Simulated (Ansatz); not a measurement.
# C2H7AuS2: basis-set convergence

Aim: see how fast density functionals converge with the basis set for C2H7AuS2.

Method: one geometry, several basis sets; program: Ansatz 0.2.0, Gaussian basis.

Plan: PBE0-D4/def2-SVP; ωB97M-V/def2-SVP; PBE0-D4/def2-QZVPP; ωB97M-V/def2-QZVPP; the functionals' def2-TZVPP values are taken from earlier runs.

1 further run of the same task is left out (it didn't finish).

## (1) Structure used throughout

An earlier PBE0-D4 in a triple-zeta def2 set relaxation fixed the geometry. Au takes the def2 core potential; no spin-orbit term is included.

SMILES `C[S+](C)[Au-][SH]`, 12 atoms, charge 0, spin multiplicity 1.

Atoms are counted from 1 here; the program's logs count them from 0.

Bond lengths: C1–S2 1.799 Å, C1–H6 1.089 Å, C1–H7 1.089 Å, C1–H8 1.091 Å, S2–C3 1.799 Å, S2–Au4 2.304 Å, C3–H9 1.089 Å, C3–H10 1.091 Å, C3–H11 1.089 Å, Au4–S5 2.268 Å, S5–H12 1.345 Å. Angles: S2–C1–H6 107.0°, S2–C1–H7 110.9°, S2–C1–H8 109.1°, H6–C1–H7 109.5°, H6–C1–H8 109.6°, H7–C1–H8 110.7°, C1–S2–C3 100.0°, C1–S2–Au4 106.8°, C3–S2–Au4 106.8°, S2–C3–H9 107.0°, S2–C3–H10 109.1°, S2–C3–H11 110.9°, H9–C3–H10 109.6°, H9–C3–H11 109.5°, H10–C3–H11 110.7°, S2–Au4–S5 179.3°, Au4–S5–H12 96.3°.

## (2) PBE0-D4 in def2-SVP

Input file in.yaml:

```yaml
crystal:
  periodic: [false, false, false]
  atoms:
    - {symbol: C, position_ang: [-1.710037, 0.540634, -0.016409]}
    - {symbol: S, position_ang: [-0.401499, -0.579098, -0.535514]}
    - {symbol: C, position_ang: [-0.137014, -1.483926, 0.996440]}
    - {symbol: Au, position_ang: [1.477434, 0.708226, -0.880051]}
    - {symbol: S, position_ang: [3.324988, 1.986199, -1.194397]}
    - {symbol: H, position_ang: [-1.928741, 1.189087, -0.863685]}
    - {symbol: H, position_ang: [-1.389893, 1.145727, 0.830494]}
    - {symbol: H, position_ang: [-2.597315, -0.040551, 0.238050]}
    - {symbol: H, position_ang: [0.685420, -2.175662, 0.819501]}
    - {symbol: H, position_ang: [-1.040316, -2.044437, 1.240689]}
    - {symbol: H, position_ang: [0.126878, -0.806218, 1.806964]}
    - {symbol: H, position_ang: [3.590095, 1.560040, -2.442071]}
basis:
  gaussian: {orbitals: def2-SVP}
hamiltonian: {xc: pbe0, dispersion: d4}
output: {orbitals: {seedname: orbitals}}
```

After this run come: ωB97M-V in def2-SVP; PBE0-D4 in def2-QZVPP; ωB97M-V in def2-QZVPP.

Before running them: what should the planned runs give, taken together? Wanted: PBE0-D4: double and triple zeta above quadruple; ωB97M-V: double and triple zeta above quadruple.

As calculated:

| quantity | value |
| --- | --- |
| PBE0-D4: double and triple zeta above quadruple | 11.30, 0.85 eV |
| ωB97M-V: double and triple zeta above quadruple | 11.41, 0.83 eV |

What this shows: PBE0-D4 gains 10.45 eV from double to triple zeta, then 0.85 eV more. These are total energies; as a rule much of such shifts cancels in differences, which this series doesn't test. The LUMO of ωB97M-V is positive and keeps falling with the basis (1.55 to 0.67 eV): an unbound level that the basis holds in place.
